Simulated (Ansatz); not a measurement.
This script makes an equation of state with a fit of SiC, space group F-43m with the Ansatz DFT code, driven from Python.

The script, `sic_eos.py`:
```python
'''Equation of state of SiC.'''

import ansatz
import numpy as np
from pymatgen.analysis.eos import EOS

VECTORS = np.array([
    [0.0, 2.179, 2.179],
    [2.179, 0.0, 2.179],
    [2.179, 2.179, 0.0],
])
SITES = [
    ('Si', [0.0, 0.0, 0.0]),
    ('C', [0.25, 0.25, 0.25]),
]


def on_lattice(cell):
    crystal = ansatz.Crystal(lattice=ansatz.Lattice.of(cell))
    for symbol, position in SITES:
        crystal = crystal.atom(symbol, position)
    return crystal

# scale the volume, keep shape and fractions
volumes, energies, pressures = [], [], []
for scale in np.linspace(0.94, 1.06, 7):
    cell = VECTORS * scale ** (1 / 3)
    setup = (
        on_lattice(cell).calculation()
        .scf(tolerance=1e-10)
        .occupations('fixed')
        .functional('r2scan')
        .basis(600)
        .kpoints(8, 8, 8)
        .stress()
    )
    data = setup.run().report
    volumes.append(abs(np.linalg.det(cell)) / len(SITES))
    energies.append(data['free_energy_ev'] / len(SITES))
    pressures.append(np.trace(data['stress_gpa']) / 3)
    print(f'V = {volumes[-1]:8.4f} A^3/atom  F = {energies[-1]:.5f} eV/atom  P = {pressures[-1]:8.3f} GPa')

for form in ['pourier_tarantola', 'vinet', 'birch_murnaghan']:
    fit = EOS(eos_name=form).fit(volumes, energies)
    print(f'{form:18s} V0 {fit.v0:8.4f} A^3/atom  B0 {fit.b0_GPa:7.1f} GPa  B1 {fit.b1:5.2f}')
```

From its runs, with one value withheld:

| V (Å³/atom) | F less the lowest row shown (meV/atom) |
| --- | --- |
| 9.725 | 28.03 |
| 9.932 | ? |
| 10.139 | 2.68 |
| 10.346 | 0.00 |
| 10.553 | 3.17 |
| 10.760 | 11.65 |
| 10.967 | 24.93 |

What is the missing energy at 9.932 Å³ an atom?

A third-order Birch-Murnaghan fit, E = E0 + (9 V0 B0 / 16) [(t - 1)³ B' + (t - 1)² (6 - 4t)] with t = (V0/V)^(2/3), through the 6 rows shown gives V0 = 10.334 Å³, B0 = 227.2 GPa, B' = 3.88 and E0 = -0.01 meV. At V = 9.932 Å³, t = 1.02678, and the fit interpolates to 11.80 meV. The run gave 11.80 meV, a miss of 0.00 meV.

Pressure is positive in compression. The structure is a deposited one; some such entries were measured under pressure or heat, so a shift against it needn't be the functional's error alone. It ran for 15 s on 1 thread of Arm Neoverse V2, on a shared host, peak memory 0.51 GiB.
